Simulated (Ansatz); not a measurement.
Crystal: NaLaMnMoO6.

```xyz
10
Lattice="-2.7229 2.7229 3.8989 2.7229 -2.7229 3.8989 2.7229 2.7229 -3.8989" Properties=species:S:1:pos:R:3 pbc="T T T"
Na    2.7229    0.0000    1.9494
La    0.0000    2.7229    1.9494
Mn    0.0000    0.0000    3.8989
Mo    0.0000    0.0000    0.0000
O     1.6123    1.1308    0.0001
O     1.5921   -1.1106    3.8988
O     1.1106    1.5921    3.8990
O     1.1308    3.8336   -0.0001
O     0.0000    0.0000    1.9646
O     0.0000    0.0000    5.8332
```

The cell was built by a generator and needn't be a form met in nature.

* Program: Ansatz 0.2.0
* Task: relaxation of cell and atoms
* Functional: BLYP
* Potentials or basis: Ansatz PAW
* Cutoff: 420 eV (not typed: the program's choice for these potentials)
* k mesh: 5 × 5 × 5
* Occupations: fermi-dirac, width 0.05 eV
* Spin: collinear spin, ferromagnetic start
* Starting moments: [0.0, 0.0, 4.0, 1.0, 0.0, 0.0, 0.0, 0.0, 0.0, 0.0] μB

At the start: volume 11.56 Å³/atom.

Q: How do energy, volume and symmetry change on relaxing?

A: It ends after 27 steps and the volume is 12.38 Å³/atom (+7.1 %); space group I-4 (No. 82, to 0.05 Å); moment 3.49 μB per cell.

Step by step:
| step | energy change (eV) | largest force (eV/Å) | volume (Å³) |
| --- | --- | --- | --- |
| 1 | 0.0000 | 0.1776 | 115.63 |
| 2 | -0.0431 | 0.2026 | 118.76 |
| 3 | -0.0497 | 0.1565 | 119.25 |
| 4 | -0.0617 | 0.1873 | 120.83 |
| 5 | -0.0656 | 0.0876 | 120.96 |
| 6 | -0.0713 | 0.0377 | 120.74 |
| 7 | -0.0706 | 0.0307 | 121.03 |
| 8 | -0.0715 | 0.0107 | 120.87 |
| 9 | -0.0713 | 0.0040 | 120.91 |
| 10 | -0.1018 | 0.0039 | 120.91 |
| 11 | -0.1010 | 0.0122 | 121.27 |
| 12 | -0.1001 | 0.0043 | 121.51 |
| 13 | -0.1002 | 0.0012 | 121.48 |
| 14 | -0.1029 | 0.0015 | 121.48 |
| 15 | -0.1026 | 0.0036 | 121.57 |
| 16 | -0.1014 | 0.0305 | 122.24 |
| 17 | -0.1011 | 0.0545 | 122.55 |
| 18 | -0.1018 | 0.0832 | 122.86 |
| 19 | -0.1024 | 0.0667 | 123.86 |
| 20 | -0.1041 | 0.0345 | 123.58 |
| 21 | -0.1038 | 0.0067 | 123.68 |
| 22 | -0.1221 | 0.0066 | 123.68 |
| 23 | -0.1225 | 0.0145 | 123.89 |
| 24 | -0.1227 | 0.0034 | 123.86 |
| 25 | -0.1236 | 0.0032 | 123.86 |
| 26 | -0.1236 | 0.0041 | 123.85 |
| 27 | -0.1236 | 0.0042 | 123.85 |

Final structure:
```
CELL_PARAMETERS angstrom
-2.71220 2.71220 4.20906
2.71220 -2.71220 4.20906
2.71220 2.71220 -4.20906
ATOMIC_POSITIONS crystal
Na 0.25000 0.75000 0.50000
La 0.75000 0.25000 0.50000
Mn 0.50000 0.50000 0.00000
Mo 0.00000 0.00000 0.00000
O 0.19049 0.30279 0.50157
O 0.31108 0.80951 0.11229
O 0.80122 0.68892 0.49843
O 0.69721 0.19878 0.88771
O 0.23393 0.23393 0.00000
O 0.76607 0.76607 0.00000
```

Caveat: the plane-wave basis is chosen anew once the cell has moved, so the energies of steps on either side of that aren't comparable; the pressure holds a Pulay correction of +0.7 GPa for the finite cutoff; a cell with one magnetic atom can't hold antiferromagnetic order, which such compounds often take; the PAW data sets come from PBE, with cores solved anew for the run's functional, which leaves a small shift of forces and pressure; the starting moments weren't kept.
